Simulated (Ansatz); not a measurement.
Below is the output of a Python script on Ansatz 0.2.0, Python API that makes a projected density of states of Na2LiInCl6, space group Fm-3m. Write a script that gives it. Use: PBEsol, PAW, cutoff 450 eV, 3×3×3 k-points, fixed occupations.

```xyz
10
Lattice="0.0000 5.0466 5.0466 5.0466 0.0000 5.0466 5.0466 5.0466 0.0000" Properties=species:S:1:pos:R:3 pbc="T T T"
Na    7.5698    7.5698    7.5698
Na    2.5233    2.5233    2.5233
Li    5.0466    5.0466    5.0466
In    0.0000    0.0000    0.0000
Cl    2.5232    5.0466    5.0466
Cl    5.0466    5.0466    2.5232
Cl    7.5699    5.0466    5.0466
Cl    5.0466    2.5232    5.0466
Cl    5.0466    7.5699    5.0466
Cl    5.0466    5.0466    7.5699
```

```console
$ python pdos_na2liincl6.py
E-EF      Na 2S    Na 3S    Na 2P    Li 1S    Li 2S    In 5S    In 5P    In 4D    Cl 3S    Cl 3P
 -8.0     0.000    0.000    0.000    0.000    0.000    0.000    0.000    0.000    0.000    0.000
 -7.0     0.000    0.000    0.000    0.000    0.000    0.000    0.000    0.000    0.000    0.000
 -6.0     0.000    0.000    0.000    0.000    0.000    0.000    0.000    0.000    0.000    0.000
 -5.0     0.000    0.003    0.000    0.003    0.034    0.680    0.002    0.000    0.112    1.293
 -4.0     0.000    0.000    0.000    0.000    0.000    0.000    0.000    0.000    0.000    0.000
 -3.0     0.000    0.004    0.000    0.009    0.212    0.006    0.703    0.006    0.064    5.177
 -2.0     0.001    0.730    0.001    0.001    0.007    0.015    0.022    0.032    0.049    9.713
 -1.0     0.000    0.032    0.001    0.001    0.024    0.008    0.077    0.062    0.042   20.918
  0.0     0.000    0.000    0.000    0.000    0.000    0.000    0.000    0.001    0.000    1.755
  1.0     0.000    0.000    0.000    0.000    0.000    0.000    0.000    0.000    0.000    0.000
  2.0     0.000    0.000    0.000    0.000    0.000    0.000    0.000    0.000    0.000    0.000
  3.0     0.000    0.000    0.000    0.000    0.015    0.059    0.000    0.000    0.011    0.032
  4.0     0.000    0.002    0.000    0.000    0.008    0.926    0.004    0.000    0.062    0.728
  5.0     0.000    0.809    0.000    0.001    0.026    0.003    0.010    0.000    0.070    0.078
  6.0     0.001    3.148    0.000    0.000    0.000    0.000    0.010    0.000    0.054    0.367
```

One script that gives this output:

`pdos_na2liincl6.py`
```python
"""Which atoms and shells make the states of Na2LiInCl6."""

import ansatz as az
from ase import Atoms
import numpy as np

atoms = Atoms(
    ["Na", "Na", "Li", "In", "Cl", "Cl", "Cl", "Cl", "Cl", "Cl"],
    scaled_positions=[
        (0.75, 0.75, 0.75),
        (0.25, 0.25, 0.25),
        (0.5, 0.5, 0.5),
        (0.0, 0.0, 0.0),
        (0.750007, 0.249993, 0.249993),
        (0.249993, 0.249993, 0.750007),
        (0.249993, 0.750007, 0.750007),
        (0.249993, 0.750007, 0.249993),
        (0.750007, 0.249993, 0.750007),
        (0.750007, 0.750007, 0.249993),
    ],
    cell=[
        (0.0, 5.046559, 5.046559),
        (5.046559, 0.0, 5.046559),
        (5.046559, 5.046559, 0.0),
    ],
    pbc=True,
)
system = az.Crystal.from_ase(atoms)

base = (
    system.calculation()
    .kpoints(3)
    .functional("PBEsol")
    .occupations("fixed")
    .basis(450)
    .scf(extra_bands=26)
    .density_of_states(projected=True, energy_step=0.1)
)
session = base.session()
planned = session.plan(threads=1)
done = planned.execute()
r = done.report

dos = done.density_of_states()
energy = np.asarray(dos.energies_ev) - dos.fermi_ev
curves = {}
for site in done.projected_density_of_states().sites:
    for shell in site.shells:
        weight = sum(np.sum(curve.g_bin_mean_per_ev, axis=0) for curve in shell.curves)
        name = f"{site.species} {shell.label}"
        curves[name] = curves.get(name, 0) + weight

print("E-EF   " + " ".join(f"{name:>8s}" for name in curves))
for e in np.arange(-8, 6 + 0.1, 1.0):
    print(f"{e:5.1f}  " + " ".join(f"{np.interp(e, energy, g):8.3f}" for g in curves.values()))
```

Reading the output:
- Along an axis with an odd division the mesh misses the point at one half; a gap read on a finite mesh is an upper bound on this functional's gap.
- Semilocal gaps usually lie well under measured ones.
- The Fermi level of a run with fixed occupations marks the highest occupied state on its mesh, not mid-gap.
- The crystal has a gap of about 2.78 eV on the mesh; bins of finite width blur the band edges.
- The structure comes from a database of computed cells and needn't be a stable or known phase.
- Curves are summed over the cell's atoms. Only shells that the potentials hold have channels, so projections don't add up to the total, least of all where a shell is missing (p of most metals); heights and places of peaks move with the mesh.
- The density of states is complete only as far up as bands were computed.
- Wall time of the script: 3.5 s on 1 thread of Intel(R) Xeon(R) 6975P-C (Granite Rapids), on a shared host, peak memory 0.57 GiB.

(Lines on the test bed's own set-up are left out of the output.)
